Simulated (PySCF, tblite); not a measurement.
# C₃H₁₃ClSi₄: geometry, infrared bands and NMR shifts

What infrared bands and NMR shifts should C₃H₁₃ClSi₄ (`CC(C)[Si]1(Cl)[SiH2][SiH2][SiH2]1`) show?

Programs: tblite 0.8.0 and PySCF 2.14.0, with density-fitted response routines of our own. Each step states its level of theory. These are calculated values for one molecule in the gas phase, unless marked as measured. Atoms are numbered from 0 throughout.

## (1) The starting structure

21 atoms, charge 0, multiplicity 1; geometry from: force field or distance geometry start.

Bonds of the start (Å): C0–C1 1.52, C1–C2 1.51, C1–Si3 1.85, Si3–Cl4 2.07, Si3–Si5 2.25, Si5–Si6 2.25, Si6–Si7 2.24, Si7–Si3 2.24, C0–H8 1.11, C0–H9 1.13, C0–H10 1.11, C1–H11 1.11, C2–H12 1.11, C2–H13 1.10, C2–H14 1.11, Si5–H15 1.46, Si5–H16 1.47, Si6–H17 1.47, Si6–H18 1.47, Si7–H19 1.47, Si7–H20 1.46.

## (2) Relaxing the molecule with GFN2-xTB

Job settings and geometry (Å):

```
{"job": {"kind": "relax", "xc": "GFN2-xTB", "basis": "xTB"}, "charge": 0, "multiplicity": 1}
C     -1.964900    -1.169700     0.872000
C     -1.628000    -0.137600    -0.198300
C     -1.928500     1.271000     0.264800
Si     0.126000    -0.358000    -0.745600
Cl     0.411800    -1.355900    -2.539300
Si     1.512600    -1.220300     0.801100
Si     3.092700     0.109300    -0.100000
Si     1.414500     1.475300    -0.670700
H     -1.021700    -1.625500     1.238400
H     -2.482100    -0.631900     1.714400
H     -2.597400    -1.974800     0.437900
H     -2.309800    -0.363600    -1.047100
H     -3.035900     1.373100     0.298800
H     -1.424400     1.946400    -0.445000
H     -1.530100     1.483900     1.277800
H      1.758400    -2.649200     0.666400
H      1.246700    -0.769300     2.174500
H      3.716400    -0.605600    -1.218500
H      4.027000     0.680000     0.880200
H      1.035800     2.370100     0.434800
H      1.572000     2.169300    -1.942600
```

The run is started by

```bash
OMP_NUM_THREADS=1 python probes_run.py task.json out
```

This one command runs all jobs of the session in turn.

Log:

```text
step      E/eV     max force
  0    -665.32924    2.263
  1    -665.57762    0.838
  2    -665.71015    0.866
  3    -665.81054    0.745
  4    -665.94078    0.747
  5    -666.03142    0.551
  6    -666.09189    0.464
  7    -666.14204    0.460
  8    -666.18714    0.504
  9    -666.22848    0.465
 10    -666.25944    0.339
 11    -666.27656    0.266
 12    -666.28710    0.219
 13    -666.29548    0.194
 14    -666.30309    0.229
 15    -666.31052    0.171
 16    -666.31828    0.223
 17    -666.32694    0.227
 18    -666.33676    0.237
 19    -666.34702    0.212
 20    -666.35659    0.238
 21    -666.36414    0.204
 22    -666.36961    0.156
 23    -666.37488    0.179
 24    -666.38127    0.207
 25    -666.38811    0.221
 26    -666.39421    0.169
 27    -666.39925    0.212
 28    -666.40399    0.168
 29    -666.40906    0.161
 30    -666.41394    0.164
 31    -666.41813    0.186
 32    -666.42228    0.202
 33    -666.42720    0.179
 34    -666.43299    0.203
 35    -666.43927    0.173
 36    -666.44567    0.229
 37    -666.45274    0.238
 38    -666.46181    0.272
 39    -666.47260    0.277
 40    -666.48266    0.233
 41    -666.49148    0.302
 42    -666.49524    0.323
 43    -666.49800    0.476
 44    -666.50816    0.211
 45    -666.51236    0.148
 46    -666.52328    0.168
 47    -666.52826    0.202
 48    -666.53690    0.201
 49    -666.54528    0.182
 50    -666.55179    0.132
 51    -666.55488    0.138
 52    -666.55696    0.139
 53    -666.55897    0.118
 54    -666.56203    0.116
 55    -666.56438    0.110
 56    -666.56703    0.096
 57    -666.56857    0.106
 58    -666.56972    0.109
 59    -666.57090    0.089
 60    -666.57237    0.091
 61    -666.57379    0.080
 62    -666.57487    0.080
 63    -666.57564    0.081
 64    -666.57639    0.071
 65    -666.57725    0.072
 66    -666.57809    0.062
 67    -666.57884    0.073
 68    -666.57960    0.079
 69    -666.58050    0.072
 70    -666.58151    0.077
 71    -666.58245    0.059
 72    -666.58315    0.056
 73    -666.58368    0.049
 74    -666.58416    0.055
 75    -666.58464    0.052
 76    -666.58508    0.044
 77    -666.58547    0.047
 78    -666.58580    0.040
 79    -666.58612    0.038
 80    -666.58644    0.048
 81    -666.58681    0.062
 82    -666.58731    0.065
 83    -666.58801    0.057
 84    -666.58886    0.062
 85    -666.58969    0.068
 86    -666.59044    0.075
 87    -666.59123    0.075
 88    -666.59211    0.072
 89    -666.59297    0.068
 90    -666.59371    0.077
 91    -666.59444    0.078
 92    -666.59543    0.081
 93    -666.59692    0.099
 94    -666.59873    0.113
 95    -666.60026    0.095
 96    -666.60135    0.065
 97    -666.60237    0.069
 98    -666.60360    0.080
 99    -666.60496    0.080
100    -666.60607    0.083
101    -666.60670    0.124
102    -666.60775    0.074
103    -666.60857    0.046
104    -666.60959    0.056
105    -666.61036    0.057
106    -666.61160    0.071
107    -666.61301    0.075
108    -666.61466    0.081
109    -666.61609    0.099
110    -666.61723    0.080
111    -666.61813    0.064
112    -666.61888    0.048
113    -666.61929    0.062
114    -666.61961    0.038
115    -666.61989    0.039
116    -666.62045    0.046
117    -666.62079    0.049
118    -666.62170    0.057
119    -666.62240    0.056
120    -666.62301    0.054
121    -666.62354    0.062
122    -666.62420    0.074
123    -666.62504    0.078
124    -666.62596    0.082
125    -666.62678    0.056
126    -666.62740    0.055
127    -666.62786    0.046
128    -666.62818    0.034
129    -666.62853    0.046
130    -666.62882    0.052
131    -666.62914    0.044
132    -666.62949    0.038
133    -666.62987    0.041
134    -666.63029    0.062
135    -666.63078    0.076
136    -666.63141    0.067
137    -666.63207    0.051
138    -666.63249    0.086
139    -666.63311    0.066
140    -666.63359    0.043
141    -666.63421    0.052
142    -666.63472    0.055
143    -666.63564    0.068
144    -666.63658    0.069
145    -666.63736    0.069
146    -666.63786    0.057
147    -666.63825    0.040
148    -666.63867    0.044
149    -666.63912    0.046
150    -666.63954    0.038
151    -666.63981    0.034
152    -666.64009    0.032
153    -666.64042    0.045
154    -666.64083    0.065
155    -666.64123    0.062
156    -666.64154    0.038
157    -666.64176    0.036
158    -666.64194    0.029
159    -666.64212    0.037
160    -666.64230    0.035
161    -666.64247    0.026
162    -666.64262    0.027
163    -666.64276    0.028
164    -666.64293    0.030
165    -666.64311    0.027
166    -666.64331    0.025
167    -666.64347    0.027
168    -666.64360    0.024
169    -666.64374    0.024
170    -666.64386    0.024
171    -666.64395    0.022
172    -666.64404    0.021
173    -666.64417    0.026
174    -666.64434    0.028
175    -666.64452    0.028
176    -666.64465    0.024
177    -666.64476    0.021
178    -666.64488    0.023
179    -666.64502    0.022
180    -666.64519    0.030
181    -666.64541    0.035
182    -666.64566    0.038
183    -666.64594    0.050
184    -666.64620    0.041
185    -666.64640    0.033
186    -666.64658    0.030
187    -666.64676    0.028
188    -666.64696    0.028
189    -666.64715    0.023
190    -666.64733    0.032
191    -666.64749    0.029
192    -666.64762    0.023
193    -666.64773    0.024
194    -666.64782    0.025
195    -666.64791    0.027
196    -666.64798    0.019
197    -666.64803    0.013
198    -666.64808    0.016
199    -666.64815    0.020
200    -666.64824    0.021
201    -666.64835    0.019
202    -666.64843    0.015
203    -666.64848    0.012
204    -666.64851    0.011
205    -666.64853    0.010
206    -666.64856    0.011
207    -666.64859    0.012
208    -666.64861    0.014
209    -666.64864    0.015
210    -666.64868    0.013
211    -666.64872    0.013
212    -666.64876    0.017
213    -666.64881    0.016
214    -666.64885    0.013
215    -666.64889    0.013
216    -666.64892    0.014
217    -666.64895    0.013
218    -666.64899    0.012
219    -666.64902    0.014
220    -666.64905    0.012
221    -666.64907    0.011
222    -666.64909    0.008
```

Run time: 3.2 s. Hardware: 1 thread of Intel Xeon 6975P-C, shared host; peak memory 0.18 GiB.

Along the way: (not every step is listed)

| step | energy from step 0 (eV) | largest force (eV/Å) |
| --- | --- | --- |
| 0 | 0.0000 | 2.2634 |
| 1 | -0.2484 | 0.8375 |
| 2 | -0.3809 | 0.8660 |
| 3 | -0.4813 | 0.7446 |
| 4 | -0.6115 | 0.7469 |
| 5 | -0.7022 | 0.5515 |
| 6 | -0.7627 | 0.4639 |
| 7 | -0.8128 | 0.4604 |
| 8 | -0.8579 | 0.5042 |
| 28 | -1.0747 | 0.1683 |
| 48 | -1.2077 | 0.2011 |
| 68 | -1.2504 | 0.0785 |
| 88 | -1.2629 | 0.0717 |
| 108 | -1.2854 | 0.0808 |
| 128 | -1.2989 | 0.0345 |
| 148 | -1.3094 | 0.0441 |
| 168 | -1.3144 | 0.0236 |
| 188 | -1.3177 | 0.0285 |
| 208 | -1.3194 | 0.0140 |
| 217 | -1.3197 | 0.0128 |
| 218 | -1.3197 | 0.0117 |
| 219 | -1.3198 | 0.0136 |
| 220 | -1.3198 | 0.0115 |
| 221 | -1.3198 | 0.0107 |
| 222 | -1.3198 | 0.0079 |

Close pairs (by a distance rule), those that changed most:

| bond | before (Å) | after (Å) | change (Å) |
| --- | --- | --- | --- |
| Si3–Si7 | 2.242 | 2.375 | +0.133 |
| Si3–Si5 | 2.249 | 2.378 | +0.128 |
| Si6–Si7 | 2.238 | 2.359 | +0.121 |
| Si5–Si6 | 2.253 | 2.359 | +0.106 |
| C1–Si3 | 1.851 | 1.926 | +0.076 |
| C0–H9 | 1.125 | 1.090 | -0.035 |
| C0–H10 | 1.112 | 1.088 | -0.024 |
| C2–H12 | 1.113 | 1.089 | -0.023 |

The end geometry stands in the next job.

## (3) Infrared spectrum with GFN2-xTB

Job settings and geometry (Å):

```
{"job": {"kind": "ir", "xc": "GFN2-xTB", "basis": "xTB"}, "charge": 0, "multiplicity": 1}
C     -2.385424    -1.181429     0.517828
C     -1.654621     0.015265    -0.086311
C     -1.456710     1.096345     0.970783
Si     0.044052    -0.493870    -0.838541
Cl    -0.419939    -1.805759    -2.365678
Si     1.634122    -1.278628     0.745279
Si     3.009409     0.559951     0.203468
Si     1.487751     1.293068    -1.443047
H     -1.806584    -1.608996     1.335484
H     -3.356997    -0.881286     0.909946
H     -2.545724    -1.955510    -0.229716
H     -2.289632     0.430615    -0.877790
H     -2.414407     1.409655     1.384664
H     -0.966498     1.971833     0.549514
H     -0.842911     0.722595     1.788849
H      2.209675    -2.609251     0.516782
H      1.175270    -1.363484     2.140613
H      4.364947     0.237740    -0.261532
H      3.266524     1.502406     1.301369
H      0.949632     2.652215    -1.285364
H      1.989145     1.303467    -2.822370
```

Log:

```text
mode    cm-1     km/mol
  1      35.7      0.15
  2      45.3      0.02
  3      79.6      0.06
  4     102.9      2.16
  5     111.0      4.15
  6     117.7      3.49
  7     204.5      0.80
  8     226.3      0.07
  9     240.6      0.46
 10     264.6      4.95
 11     276.9     11.25
 12     292.4     18.36
 13     296.3      7.30
 14     333.2      5.19
 15     367.6      1.38
 16     379.3      3.16
 17     382.5      4.39
 18     400.3     24.03
 19     411.5      3.85
 20     417.4      0.45
 21     465.6     11.21
 22     479.5     68.00
 23     480.0      6.32
 24     498.5    128.79
 25     603.3    228.69
 26     614.3    572.81
 27     652.9     21.74
 28     822.5    117.96
 29     826.1    461.33
 30     854.9    146.75
 31     943.1     18.29
 32     947.5      2.39
 33     993.3      1.49
 34    1034.6     13.95
 35    1130.3      1.49
 36    1175.9      0.47
 37    1265.3      6.49
 38    1303.7      0.01
 39    1415.0      4.41
 40    1427.6      5.22
 41    1499.6      1.47
 42    1508.3      2.30
 43    1510.6      3.22
 44    1516.5      6.56
 45    2154.1    104.03
 46    2160.6     71.35
 47    2175.9    429.78
 48    2188.3    385.62
 49    2194.7    215.89
 50    2200.9    432.20
 51    2907.9     32.46
 52    3000.9     34.97
 53    3008.3     82.63
 54    3012.1      3.25
 55    3018.7     58.10
 56    3026.9     17.15
 57    3031.3     28.45
```

It took 1.5 s on 1 thread of Intel Xeon 6975P-C, shared host; peak memory 0.18 GiB.

The strongest bands and the atoms that carry them (share of the mass-weighted mode):

| cm⁻¹ | km/mol | atoms |
| --- | --- | --- |
| 603 | 228.7 | H18 32 %, H17 31 % |
| 614 | 572.8 | H16 22 %, H15 21 %, H20 20 %, H19 19 % |
| 826 | 461.3 | H19 29 %, H20 29 %, H16 17 %, H15 17 % |
| 855 | 146.8 | H18 23 %, H17 23 %, H19 13 %, H20 12 % |
| 2176 | 429.8 | H18 58 %, H19 23 % |
| 2188 | 385.6 | H17 79 % |
| 2195 | 215.9 | H20 47 %, H15 42 % |
| 2201 | 432.2 | H15 45 %, H20 38 %, H18 11 % |

## (4) Shielding tensors: PBE0/pcSseg-1

The job, as its differences from that of step 3:

```diff
@@ -1,2 +1,2 @@
-{"job": {"kind": "ir", "xc": "GFN2-xTB", "basis": "xTB"}, "charge": 0, "multiplicity": 1}
+{"job": {"kind": "nmr", "xc": "PBE0", "basis": "pcSseg-1"}, "charge": 0, "multiplicity": 1}
 C     -2.385424    -1.181429     0.517828
```

Method: GIAO PBE0/pcSseg-1 NMR shielding, non-relativistic, gas phase.

Log:

```text
coarse grid: 19440 points
cycle   1  E = -1739.4107075673  dE =  3.970e-01  |g| = 4.237e-01  |ddm| = 4.177e+00
cycle   2  E = -1739.3919412391  dE =  1.877e-02  |g| = 5.043e-01  |ddm| = 9.454e-01
cycle   3  E = -1739.4595494195  dE = -6.761e-02  |g| = 4.451e-02  |ddm| = 5.739e-01
cycle   4  E = -1739.4599832196  dE = -4.338e-04  |g| = 2.255e-02  |ddm| = 8.241e-02
cycle   5  E = -1739.4601134226  dE = -1.302e-04  |g| = 4.219e-03  |ddm| = 2.829e-02
cycle   6  E = -1739.4601168914  dE = -3.469e-06  |g| = 1.558e-03  |ddm| = 6.168e-03
final grid: 162912 points
cycle   7  E = -1739.5029391474  dE = -3.789e-05  |g| = 7.168e-03  |ddm| = 2.817e-02
cycle   8  E = -1739.5029339829  dE =  5.165e-06  |g| = 8.134e-03  |ddm| = 1.322e-02
cycle   9  E = -1739.5029508429  dE = -1.686e-05  |g| = 8.262e-04  |ddm| = 7.775e-03
cycle  10  E = -1739.5029509819  dE = -1.391e-07  |g| = 2.690e-04  |ddm| = 1.242e-03
cycle  11  E = -1739.5029510005  dE = -1.857e-08  |g| = 3.685e-05  |ddm| = 3.063e-04
cycle  12  E = -1739.5029510008  dE = -2.610e-10  |g| = 1.583e-05  |ddm| = 7.826e-05
converged SCF energy = -1739.5029510008

GIAO shielding tensors (ppm)
atom      isotropic    diamagn.    paramagn.     s11        s22        s33       span
  0 C      167.176     247.324     -80.148    155.481    159.753    186.293     30.812
  1 C      159.202     251.285     -92.083    150.184    160.358    167.064     16.880
  2 C      167.941     250.321     -82.380    154.134    161.508    188.179     34.045
  3 Si     297.460     879.039    -581.578    262.978    309.593    319.810     56.832
  4 Cl     948.260    1149.732    -201.472    885.784    946.581   1012.414    126.630
  5 Si     434.116     880.943    -446.828    372.272    424.006    506.068    133.796
  6 Si     464.379     880.742    -416.364    435.758    451.080    506.298     70.540
  7 Si     431.127     880.947    -449.820    370.428    421.039    501.914    131.486
  8 H       31.001      30.610       0.391     26.774     30.265     35.964      9.190
  9 H       30.497      29.037       1.460     25.817     27.519     38.154     12.337
 10 H       30.035      29.820       0.215     24.132     30.155     35.819     11.688
 11 H       30.319      32.460      -2.141     27.433     28.152     35.373      7.939
 12 H       30.428      30.529      -0.101     25.799     27.505     37.979     12.180
 13 H       30.455      32.177      -1.722     24.927     29.882     36.555     11.628
 14 H       31.052      32.459      -1.407     26.941     30.596     35.618      8.676
 15 H       27.501      29.480      -1.980     23.854     25.449     33.199      9.346
 16 H       27.415      29.698      -2.283     23.681     26.245     32.318      8.638
 17 H       27.700      29.101      -1.401     24.277     24.592     34.232      9.955
 18 H       27.863      29.286      -1.423     24.750     25.098     33.742      8.992
 19 H       27.393      29.736      -2.343     23.832     25.702     32.646      8.814
 20 H       27.418      29.516      -2.098     23.789     25.275     33.189      9.400
```

It took 50 s on 1 thread of Intel Xeon 6975P-C, shared host; peak memory 1.1 GiB.

Shifts follow as δ = σ(reference) − σ, with reference shieldings (ppm) from runs at the same level and on the same kind of geometry: 1H TMS 31.72, 13C TMS 186.9, 29Si TMS 349.2, 35Cl HCl 950. The references are single molecules in the gas phase. Atoms listed in one row are averaged.

| atoms | environment | σ (ppm) | δ (ppm) | δ scaled to CDCl3 |
| --- | --- | --- | --- | --- |
| C1 | sp3 CH bonded to Si | 159.2 | 27.7 | 25.1 |
| C0, C2 | methyl carbon | 167.6 | 19.4 | 17.0 |
| H16, H19 | hydrogen on a silicon bonded to 2 Si, in a 4-membered ring | 27.40 | 4.31 | – |
| H15, H20 | hydrogen on a silicon bonded to 2 Si, in a 4-membered ring | 27.46 | 4.26 | – |
| H17 | hydrogen on a silicon bonded to 2 Si, in a 4-membered ring | 27.70 | 4.02 | – |
| H18 | hydrogen on a silicon bonded to 2 Si, in a 4-membered ring | 27.86 | 3.85 | – |
| H11 | hydrogen on an sp3 CH bonded to Si | 30.32 | 1.40 | 1.42 |
| H8, H9, H10, H12, H13, H14 | hydrogen on a methyl carbon | 30.58 | 1.14 | 1.18 |
| Si3 | silicon bonded to C, Cl, 2 Si, in a 4-membered ring | 297.5 | 51.7 | – |
| Si5, Si7 | silicon bonded to 2 Si, 2 H, in a 4-membered ring | 432.6 | -83.5 | – |
| Si6 | silicon bonded to 2 Si, 2 H, in a 4-membered ring | 464.4 | -115.2 | – |
| Cl4 | chlorine bonded to Si | 948 | 2 | – |

The scaled column applies a straight-line fit of computed shieldings to shifts measured in CDCl3, with any fitted terms for Cl, Br or S neighbours (root-mean-square error 0.16 ppm for H, 1.9 ppm for C).

The run also stored atomic charges by several schemes (e):

| atoms | Mulliken | IAO | Hirshfeld | ESP fit |
| --- | --- | --- | --- | --- |
| C0, C2 | -0.24 | -0.41 | -0.12 | -0.51 |
| C1 | -0.58 | -0.34 | -0.10 | 0.35 |
| Si3 | 0.31 | 0.52 | 0.22 | -0.04 |
| Cl4 | -0.32 | -0.31 | -0.14 | -0.17 |
| Si5, Si7 | 0.11 | 0.13 | 0.14 | 0.19 |
| Si6 | 0.01 | 0.15 | 0.14 | 0.04 |

Mayer bond orders: C0–C1 1.03, C1–C2 1.03, C1–Si3 0.86, Si3–Cl4 0.92, Si3–Si5 0.83, Si5–Si6 0.85, Si6–Si7 0.85, Si7–Si3 0.83.

Ring of atoms Si3, Si5, Si6, Si7: NICS(0) 2.3, NICS(1) -0.8, NICS(1)zz 5.4 ppm (means of both faces).

Orbitals, density, ELF and potential are computed afterwards from the orbital file.

Frontier orbitals at PBE0/pcSseg-1, with the share of their density that lies nearest to each atom:

| orbital | energy (eV) | lies on |
| --- | --- | --- |
| HOMO | -7.43 | Si3, Si7 about 20 % each; Si5 17 %; Cl4 14 % |
| LUMO | -1.83 | Si3 18 %; Si5, Si6, Si7 about 11 % each; 5 H atoms about 6 % each |

ELF in a plane through or near 5 of the atoms.

Ten even steps from ' ' (0.00) to '@' (1.00):
```
                                                        
                                                        
                                                        
                  --##++..                              
                ::@@@@@@++                              
                ::@@@@@@==  ..==..                      
              ..::**@@%%..  ##%%--                      
            ..--++++==--    ==**==--..                  
          ..--**%%%%++::    ..==%%%%::    ..            
      ::==++==....**==        --%%##--::%%@@@@          
    ..@@@@@@%%++%%::++::----......--++##@@@@@@--        
    ..@@@@@@@@::::@@%%--++**::    **@@**##%%##          
      **@@@@##==##@@..%%..==--  --@@@@%%::              
        ::......--++..**  ==--    @@@@%%::              
                ..++##++==--..      ++..                
                  **%%##--..                            
                  --**++..                              
                    ..                                  
                                                        
                                                        
```
The map spans 13.9 Å across and 11.3 Å up, centred on the molecule. Atoms in the plane (x, y in Å): Si5 (-1.2, -1.8), Si6 (-3.0, -0.3), H8 (2.3, -1.5), H9 (3.5, -0.3), H17 (-4.3, -0.7).

On the surface of density 0.002 e/bohr³ the electrostatic potential runs, from the 1st to the 99th percentile, from -0.59 V near Cl4 to 1.29 V near H14.

## (5) Outcome

| quantity | value |
| --- | --- |
| strongest single infrared mode (GFN2-xTB) | 614 cm⁻¹, 573 km/mol |
| zero-point energy (GFN2-xTB) | 90.1 kcal/mol |
| 13C shifts against TMS (PBE0/pcSseg-1, means over atoms taken as alike) | 27.7, 19.4 ppm |
| 1H shifts against TMS (PBE0/pcSseg-1, means over atoms taken as alike) | 4.31, 4.26, 4.02, 3.85, 1.40, 1.14 ppm |
| 29Si shifts against TMS (PBE0/pcSseg-1, means over atoms taken as alike) | 51.7, -83.5, -115.2 ppm |
| 35Cl shifts against HCl (PBE0/pcSseg-1) | 2 ppm |
| surface potential, 1st and 99th percentile | -0.59 V and 1.29 V |

What this shows: Over 222 steps the energy fell by 1.320 eV; of the close pairs, Si3–Si7 changed most, 2.242 to 2.375 Å. No mode is imaginary among the 57: a minimum at this level. The strongest single mode, at 614 cm⁻¹, has its largest shares on H16, H15, H20 and H19 (the list is cut at 4 atoms). GFN2-xTB is a fitted tight-binding method: band positions and strengths are rough. Its intensities can rank the bands wrongly. By nearest atom (PBE0/pcSseg-1), the HOMO sits on Si3, Si7 about 20 % each; Si5 17 % and the LUMO on Si3 18 %; Si5, Si6, Si7 about 11 % each.
